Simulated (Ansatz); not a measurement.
# CH5Cl3GaN: how energies converge with the basis set

The task here is to estimate one member of a computed series from the others.

Computed with Ansatz 0.2.0, Gaussian basis. Level: one geometry, several basis sets.

Levels to be run: PBE0-D4/def2-SVP; ωB97M-V/def2-SVP; PBE0-D4/def2-QZVPP; ωB97M-V/def2-QZVPP; the functionals' def2-TZVPP values are taken from earlier runs.

### The geometry

The geometry comes from an earlier relaxation with PBE0-D4 in a triple-zeta def2 set; it is a stationary point, not always the lowest conformer.

SMILES `C[NH2+][Ga-]([Cl])([Cl])[Cl]`, 11 atoms, charge 0, spin multiplicity 1.

Atoms are counted from 1 here; the program's logs count them from 0.

Bond lengths: C1–N2 1.474 Å, C1–H7 1.091 Å, C1–H8 1.089 Å, C1–H9 1.089 Å, N2–Ga3 2.056 Å, N2–H10 1.016 Å, N2–H11 1.016 Å, Ga3–Cl4 2.158 Å, Ga3–Cl5 2.158 Å, Ga3–Cl6 2.158 Å. Angles: N2–C1–H7 111.4°, N2–C1–H8 108.6°, N2–C1–H9 108.6°, H7–C1–H8 109.8°, H7–C1–H9 109.8°, H8–C1–H9 108.6°, C1–N2–Ga3 114.9°, C1–N2–H10 110.8°, C1–N2–H11 110.8°, Ga3–N2–H10 106.7°, Ga3–N2–H11 106.7°, H10–N2–H11 106.5°, N2–Ga3–Cl4 101.5°, N2–Ga3–Cl5 100.0°, N2–Ga3–Cl6 101.5°, Cl4–Ga3–Cl5 116.5°, Cl4–Ga3–Cl6 116.5°, Cl5–Ga3–Cl6 116.5°.

The first run:

Input file in.yaml:

```yaml
crystal:
  periodic: [false, false, false]
  atoms:
    - {symbol: C, position_ang: [-0.029000, -1.118290, 0.923089]}
    - {symbol: N, position_ang: [0.664224, -0.294790, -0.083562]}
    - {symbol: Ga, position_ang: [-0.436562, 1.276178, -0.823602]}
    - {symbol: Cl, position_ang: [-2.123673, 0.247911, -1.690481]}
    - {symbol: Cl, position_ang: [0.992769, 2.114599, -2.205874]}
    - {symbol: Cl, position_ang: [-0.820987, 2.412666, 0.969690]}
    - {symbol: H, position_ang: [0.604471, -1.932868, 1.276633]}
    - {symbol: H, position_ang: [-0.935182, -1.524041, 0.475882]}
    - {symbol: H, position_ang: [-0.310048, -0.480662, 1.759899]}
    - {symbol: H, position_ang: [1.517593, 0.101614, 0.300807]}
    - {symbol: H, position_ang: [0.941895, -0.859319, -0.881880]}
basis:
  gaussian: {orbitals: def2-SVP}
hamiltonian: {xc: pbe0, dispersion: d4}
output: {orbitals: {seedname: orbitals}}
```

Command:

```sh
$ ansatz run in.yaml --threads 4 --pin off --events-out ev --progress --plain --max-ram 11315MiB
```

Steps of the session up to this table: PBE0-D4 in def2-SVP; ωB97M-V in def2-SVP; PBE0-D4 in def2-QZVPP; ωB97M-V in def2-QZVPP.

One table of the session follows, with a row left open; its other results are not shown here.

It belongs to the step «Density functionals: the series». 

| functional | basis | HOMO (eV) |
| --- | --- | --- |
| PBE0-D4 | def2-SVP | -8.31 |
| PBE0-D4 | def2-TZVPP | -8.54 |
| PBE0-D4 | def2-QZVPP | ? |
| ωB97M-V | def2-SVP | -10.52 |
| ωB97M-V | def2-TZVPP | -10.81 |
| ωB97M-V | def2-QZVPP | -10.88 |

**Question.** Estimate the row for PBE0-D4, def2-QZVPP.

The run gave: HOMO (eV): -8.59. In the column «HOMO (eV)» it lies between ωB97M-V, def2-SVP (-10.52) and PBE0-D4, def2-TZVPP (-8.54).
